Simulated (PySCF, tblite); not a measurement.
# C₇H₁₀F₂O₂: geometry, infrared bands and NMR shifts

Aim: predict the infrared bands and NMR shifts of C₇H₁₀F₂O₂ (`C=CC[C@@H]1OC[C@@H]1OC(F)F`).

Computed with tblite 0.8.0 and PySCF 2.14.0, with density-fitted response routines of our own, on a single molecule in the gas phase. Atoms count from 0, in the outputs and in this text.

**1. The starting structure**

21 atoms, charge 0, multiplicity 1; geometry from: force field or distance geometry start.

Bonds of the start (Å): C0–C1 1.36, C1–C2 1.50, C2–C3 1.52, C3–O4 1.40, O4–C5 1.37, C5–C6 1.54, C6–O7 1.32, O7–C8 1.29, C8–F9 1.66, C8–F10 1.61, C6–C3 1.52, C0–H11 1.10, C0–H12 1.09, C1–H13 1.09, C2–H14 1.09, C2–H15 1.12, C3–H16 1.10, C5–H17 1.11, C5–H18 1.10, C6–H19 1.09, C8–H20 1.04.

**2. Relaxing the molecule with GFN2-xTB**

What the job is given:

```
{"job": {"kind": "relax", "xc": "GFN2-xTB", "basis": "xTB"}, "charge": 0, "multiplicity": 1}
C      3.060100     0.236200    -1.322300
C      1.724300     0.141500    -1.109200
C      1.334400    -0.652200     0.100600
C      0.475000     0.192100     1.020200
O      0.061100    -0.465500     2.188300
C     -1.038800    -0.961900     1.530900
C     -0.985400     0.277100     0.620700
O     -1.288000     0.059700    -0.648700
C     -2.180800     0.751100    -1.278100
F     -3.329200    -0.434800    -1.107300
F     -2.786700     1.362900     0.080600
H      3.368800     0.815700    -2.207100
H      3.783100    -0.231900    -0.653300
H      1.005200     0.614700    -1.771700
H      0.867200    -1.598800    -0.177200
H      2.267000    -0.860100     0.687700
H      0.829600     1.202000     1.270100
H     -0.781700    -1.882900     0.975500
H     -2.003300    -0.955800     2.058600
H     -1.493900     1.091600     1.132400
H     -2.897200     1.316200    -1.772300
```

On the command line:

```console
> OMP_NUM_THREADS=1 python probes_run.py task.json out
```

One launch serves the whole session: the jobs run in the order shown.

**Question.** This job is followed by: GFN2-xTB harmonic vibrations, gas phase; GIAO PBE0/pcSseg-1 NMR shielding, non-relativistic, gas phase. Predict these results of the whole session: strongest single infrared mode (GFN2-xTB); zero-point energy (GFN2-xTB); 13C shifts against TMS (PBE0/pcSseg-1); 1H shifts against TMS (PBE0/pcSseg-1); 17O shifts against H2O (PBE0/pcSseg-1); 19F shifts against CFCl3 (PBE0/pcSseg-1).

The runs gave:

| quantity | value |
| --- | --- |
| strongest single infrared mode (GFN2-xTB) | 1166 cm⁻¹, 272 km/mol |
| zero-point energy (GFN2-xTB) | 101.0 kcal/mol |
| 13C shifts against TMS (PBE0/pcSseg-1) | 142.5, 124.1, 122.8, 87.9, 79.7, 70.1, 42.1 ppm |
| 1H shifts against TMS (PBE0/pcSseg-1) | 6.54, 6.08, 5.54, 5.53, 5.38, 4.99, 4.97, 4.82, 3.35, 2.39 ppm |
| 17O shifts against H2O (PBE0/pcSseg-1) | 126.2, 30.3 ppm |
| 19F shifts against CFCl3 (PBE0/pcSseg-1) | -98.0, -105.7 ppm |

In words: Relaxing lowered the energy by 5.048 eV in 108 steps; the close pair that moved most is C8–F9, from 1.660 to 1.360 Å. All 57 modes are real, so the xTB geometry is a minimum. The strongest single mode, at 1166 cm⁻¹, has its largest shares on O7, C6 and C8 (the list is cut at 3 atoms). GFN2-xTB is a fitted tight-binding method: band positions and strengths are rough. Its intensities can rank the bands wrongly. The most deshielded carbon is C1 (alkene CH), at 142.5 ppm: the olefinic region. The most deshielded hydrogen is H20 (hydrogen on an sp3 CH bonded to 2 F and O), at 6.54 ppm: its carbon carries F and O, an electronegative neighbour. At PBE0/pcSseg-1: The widest tensor belongs to C1: span 243 ppm, with a paramagnetic part of -212 ppm.
